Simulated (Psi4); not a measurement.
**K2H2 ((KH)2 ring): levels of theory compared**

Aim: a comparison of 4 runs (HF/STO-3G, HF/def2-SVP, PTPSS/6-31+G*, PBE/def2-TZVP) of K2H2 ((KH)2 ring). 

The results are computed with Psi4 1.11.

1 further run of the same task is left out (set aside as unsound or not needed).

## Step 1: The molecule

K2H2 has 4 atoms, charge 0, and is taken as a singlet. Geometry: a GFN2-xTB relaxation, a rough one for these elements and not checked as a minimum.

Bond lengths: K1–H2 2.287 Å, H2–K3 2.110 Å, K1–H4 2.110 Å, K3–H4 2.287 Å. Angles: K1–H2–K3 96.8°, K1–H4–K3 96.8°, H2–K1–H4 83.2°, H2–K3–H4 83.2°.

## Step 2: A single-point energy at HF/STO-3G (run 1)

h2k2.inp reads:

```
memory 1600 mb

molecule molecule1 {
  0 1
  K
  H 1 r2
  K 2 r3 1 a3
  H 1 r4 2 a4 3 d4

  r2 = 2.28739
  r3 = 2.110439
  a3 = 96.83045
  r4 = 2.110277
  a4 = 83.16793
  d4 = 0.02361
  units angstrom
  symmetry c1
}

set globals {
  basis         STO-3G
  puream        true
  e_convergence 1e-09
  d_convergence 1e-08
  scf_type      pk
}

e, wfn = energy('scf', return_wfn=True)
oeprop(wfn, 'LOWDIN_CHARGES', 'MAYER_INDICES', 'MULLIKEN_CHARGES')
print_variables()
```

Started as:

```console
$ psi4 -n 1 h2k2.inp h2k2.out
```

h2k2.out:

```text
[...]
  Running in c1 symmetry.
[...]
  Nuclear repulsion =   76.538120551055925
[...]
  Multiplicity = 1
[...]
  Nalpha       = 20
  Nbeta        = 20
[...]
    Number of basis functions: 28
[...]
   @RHF iter   1: -1187.16942955622335   -8.12176e-01   4.55752e-03 ADIIS/DIIS
[...]
   @RHF iter   9: -1187.19728943451173   -2.27374e-13   1.18653e-09 DIIS
[...]
    Orbital Energies [Eh]
    ---------------------
    Doubly Occupied:
       1A   -131.881108     2A   -131.881070     3A    -14.101985
       4A    -14.101270     5A    -11.206162     6A    -11.205978
       7A    -11.205465     8A    -11.205259     9A    -11.204997
      10A    -11.204957    11A     -1.615948    12A     -1.614434
      13A     -0.839214    14A     -0.834395    15A     -0.834235
      16A     -0.832640    17A     -0.830233    18A     -0.820863
      19A     -0.203683    20A     -0.132851
[...]
  @RHF Final Energy: -1187.19728943451173
   => Energetics <=
    Nuclear Repulsion Energy =             76.5381205510559255
    One-Electron Energy =               -1791.9573254354925211
    Two-Electron Energy =                 528.2219154499247225
    Total Energy =                      -1187.1972894345117311
[...]
 Multipole Moments:
 ------------------------------------------------------------------------------------
     Multipole            Electronic (a.u.)      Nuclear  (a.u.)        Total (a.u.)
 ------------------------------------------------------------------------------------
 L = 1.  Multiply by 2.5417464519 to convert [e a0] to [Debye]
 Dipole X            :          0.0017078           -0.0008088            0.0008990
 Dipole Y            :         -0.0003492            0.0001575           -0.0001917
 Dipole Z            :         -0.0000445            0.0000374           -0.0000070
 Magnitude           :                                                    0.0009192
[...]
  Mulliken Charges: (a.u.)
   Center  Symbol    Alpha    Beta     Spin     Total
       1     K     9.35231  9.35231  0.00000  0.29538
       2     H     0.64770  0.64770  0.00000 -0.29541
       3     K     9.35229  9.35229  0.00000  0.29541
       4     H     0.64769  0.64769  0.00000 -0.29539
   Total alpha = 20.00000, Total beta = 20.00000, Total charge =  0.00000
  Lowdin Charges: (a.u.)
   Center  Symbol    Alpha    Beta     Spin     Total
       1     K     9.37647  9.37647  0.00000  0.24706
       2     H     0.62355  0.62355  0.00000 -0.24710
[...]
```

It took 1.3 s on 1 thread of Intel Xeon 6975P-C (Granite Rapids), shared host; peak memory 0.19 GiB.

## Step 3: Energy and gradient at HF/def2-SVP (run 2)

h2k2.xyz reads:

```xyz
4
H2K2
K      1.003940     0.840360     0.997210
H      0.054630     0.983470    -1.078960
K     -1.004310    -0.840230    -0.997010
H     -0.054260    -0.983600     1.078760
```

run.py reads:

```python
import psi4

psi4.set_memory('1600 MB')
psi4.set_num_threads(1)
psi4.set_output_file('psi4.out', False)

with open('h2k2.xyz') as f:
    atoms = ''.join(f.readlines()[2:])
molecule = psi4.geometry('0 1\n' + atoms + 'symmetry c1')

psi4.set_options({
    'basis': 'def2-SVP',
    'reference': 'rhf',
    'puream': True,
    'e_convergence': 1e-09,
    'd_convergence': 1e-08,
    'scf_type': 'pk',
})

e_tot, wfn = psi4.gradient("scf", return_wfn=True)
psi4.oeprop(wfn, "MULLIKEN_CHARGES", "WIBERG_LOWDIN_INDICES", "MAYER_INDICES", title="SCF")
print('gradient / Eh bohr^-1')
print(e_tot.np.round(6))
print(f'energy = {wfn.energy():.10f} Eh')
```

Started as:

```console
$ python run.py
```

psi4.out:

```text
[...]
  Running in c1 symmetry.
[...]
  Nuclear repulsion =   76.538128622465663
[...]
  Multiplicity = 1
[...]
  Nalpha       = 20
  Nbeta        = 20
[...]
    Number of basis functions: 58
[...]
   @RHF iter   1: -1199.20823437070271   -4.30398e-01   3.34876e-03 ADIIS/DIIS
[...]
   @RHF iter   9: -1199.24265880855501   -1.72804e-11   4.11457e-09 DIIS
[...]
  @RHF Final Energy: -1199.24265880855501
   => Energetics <=
    Nuclear Repulsion Energy =             76.5381286224656634
    One-Electron Energy =               -1804.6331066570642179
    Two-Electron Energy =                 528.8523192260435053
    Total Energy =                      -1199.2426588085550065
[...]
 Multipole Moments:
 ------------------------------------------------------------------------------------
     Multipole            Electronic (a.u.)      Nuclear  (a.u.)        Total (a.u.)
 ------------------------------------------------------------------------------------
 L = 1.  Multiply by 2.5417464519 to convert [e a0] to [Debye]
 Dipole X            :         -0.0017140            0.0006932           -0.0010208
 Dipole Y            :          0.0006124           -0.0002436            0.0003689
 Dipole Z            :          0.0009366           -0.0003747            0.0005619
 Magnitude           :                                                    0.0012222
[...]
  -Total Gradient:
     Atom            X                  Y                   Z
    ------   -----------------  -----------------  -----------------
       1       -0.022672375289    -0.026628749752    -0.013275317899
       2       -0.009340824890    -0.027723973604     0.014777184128
       3        0.022668400102     0.026609320246     0.013274792093
       4        0.009344800067     0.027743403116    -0.014776658307
[...]
  Mulliken Charges: (a.u.)
   Center  Symbol    Alpha    Beta     Spin     Total
       1     K     9.23212  9.23212  0.00000  0.53577
       2     H     0.76788  0.76788  0.00000 -0.53577
       3     K     9.23211  9.23211  0.00000  0.53577
       4     H     0.76789  0.76789  0.00000 -0.53578
   Total alpha = 20.00000, Total beta = 20.00000, Total charge =  0.00000
  Mayer Bond Indices:
[...]
```

On the terminal:

```text
gradient / Eh bohr^-1
[[-0.022672 -0.026629 -0.013275]
 [-0.009341 -0.027724  0.014777]
 [ 0.022668  0.026609  0.013275]
 [ 0.009345  0.027743 -0.014777]]
energy = -1199.2426588086 Eh
```

Run time: 1.9 s. Hardware: 1 thread of Intel Xeon 6975P-C (Granite Rapids), shared host; peak memory 0.22 GiB.

Run 3 isn't shown in full; the table further down has it.

## Step 4: Energy and gradient at PBE/def2-TZVP (run 4)

h2k2.xyz is that of step 3.

calc.py reads:

```python
import psi4

psi4.set_memory('1600 MB')
psi4.set_num_threads(1)
psi4.core.set_output_file('run.log', False)

with open('h2k2.xyz') as f:
    atoms = ''.join(f.readlines()[2:])
molecule = psi4.geometry('0 1\n' + atoms + 'symmetry c1\nno_reorient\nno_com')

psi4.set_options({
    'basis': 'def2-TZVP',
    'reference': 'rks',
    'puream': True,
    'e_convergence': 1e-09,
    'd_convergence': 1e-08,
    'scf_type': 'pk',
    'dft_radial_points': 99,
    'dft_spherical_points': 590,
})

e, wfn = psi4.gradient('pbe', return_wfn=True)
psi4.oeprop(wfn, 'DIPOLE', 'LOWDIN_CHARGES', 'MULLIKEN_CHARGES', title='PBE')
print('gradient / Eh bohr^-1')
print(e.np.round(6))
print(f'energy = {wfn.energy():.10f} Eh')
```

Started as:

```console
$ python calc.py
```

run.log:

```text
[...]
  Running in c1 symmetry.
[...]
  Nuclear repulsion =   76.538128622465663
[...]
  Multiplicity = 1
[...]
  Nalpha       = 20
  Nbeta        = 20
[...]
    Number of basis functions: 78
[...]
   @RKS iter   1: -1200.40436477090338   -8.94632e-02   5.03553e-03 ADIIS/DIIS
[...]
   @RKS iter  10: -1200.54466409784868   -5.22959e-12   7.80086e-09 DIIS
[...]
  @RKS Final Energy: -1200.54466409784868
   => Energetics <=
    Nuclear Repulsion Energy =             76.5381286224656634
    One-Electron Energy =               -1804.6549090334187895
    Two-Electron Energy =                 594.8579095790083784
    DFT Exchange-Correlation Energy =     -67.2857932659036635
    Empirical Dispersion Energy =           0.0000000000000000
    VV10 Nonlocal Energy =                  0.0000000000000000
    Total Energy =                      -1200.5446640978486812
[...]
  -Total Gradient:
     Atom            X                  Y                   Z
    ------   -----------------  -----------------  -----------------
       1       -0.015806274003    -0.019153675872    -0.008541268464
       2       -0.007137304956    -0.019768091675     0.009578561609
       3        0.015801180283     0.019139060066     0.008541784499
       4        0.007142402551     0.019782707837    -0.009579080686
[...]
 Multipole Moments:
 ------------------------------------------------------------------------------------
     Multipole            Electronic (a.u.)      Nuclear  (a.u.)        Total (a.u.)
 ------------------------------------------------------------------------------------
 L = 1.  Multiply by 2.5417464519 to convert [e a0] to [Debye]
 Dipole X            :          0.0117091           -0.0125856           -0.0008765
 Dipole Y            :         -0.0041234            0.0044220            0.0002986
 Dipole Z            :         -0.0063111            0.0068030            0.0004920
 Magnitude           :                                                    0.0010485
[...]
  Mulliken Charges: (a.u.)
   Center  Symbol    Alpha    Beta     Spin     Total
       1     K     9.30983  9.30983  0.00000  0.38034
       2     H     0.69016  0.69016  0.00000 -0.38032
       3     K     9.30984  9.30984  0.00000  0.38032
       4     H     0.69017  0.69017  0.00000 -0.38033
   Total alpha = 20.00000, Total beta = 20.00000, Total charge = -0.00000
  Lowdin Charges: (a.u.)
   Center  Symbol    Alpha    Beta     Spin     Total
       1     K     9.41706  9.41706  0.00000  0.16587
       2     H     0.58294  0.58294  0.00000 -0.16589
[...]
```

The script printed:

```text
gradient / Eh bohr^-1
[[-0.015806 -0.019154 -0.008541]
 [-0.007137 -0.019768  0.009579]
 [ 0.015801  0.019139  0.008542]
 [ 0.007142  0.019783 -0.009579]]
energy = -1200.5446640978 Eh
```

It took 7.8 s on 1 thread of Intel Xeon 6975P-C (Granite Rapids), shared host; peak memory 0.72 GiB.

## Step 5: All runs side by side

```
run                                                                                         level      task  integrals   energy (Eh)  dipole moment (D)  HOMO energy (eV)  LUMO energy (eV)  wall time
  1                                                                                     HF/STO-3G    energy         pk  -1187.197289               0.00             -3.62              5.66      1.3 s
  2                                                                                   HF/def2-SVP  gradient         pk  -1199.242659               0.00             -6.77              0.41      1.9 s
  3  PTPSS/6-31+G* (sfX2C, density fitting, density fitting for correlation, Cartesian functions)    energy         df  -1204.410691                  –             -4.94             -0.06      3.9 s
  4                                                                                 PBE/def2-TZVP  gradient         pk  -1200.544664               0.00             -3.28             -0.86      7.8 s
```

## Step 6: Results

| quantity | value |
| --- | --- |
| run 4: total energy | -1200.54466 Eh |
| run 4: dipole moment | 0.00 D |
| run 4: HOMO energy | -3.28 eV |
| run 4: LUMO energy | -0.86 eV |
| run 4: HOMO–LUMO gap | 2.41 eV |
| run 4: largest force on an atom | 1.350 eV/Å |

In words: The HOMO–LUMO gap runs from 2.41 eV (PBE/def2-TZVP) to 9.28 eV (HF/STO-3G). The two ends differ in method and basis. Totals of different functionals can't be ranked against each other. Some runs of one species differ in core potentials or relativity; totals across that change don't compare. In run 1 the basis is minimal, so the values are rough. All runs together took 15 s, the longest 7.8 s.
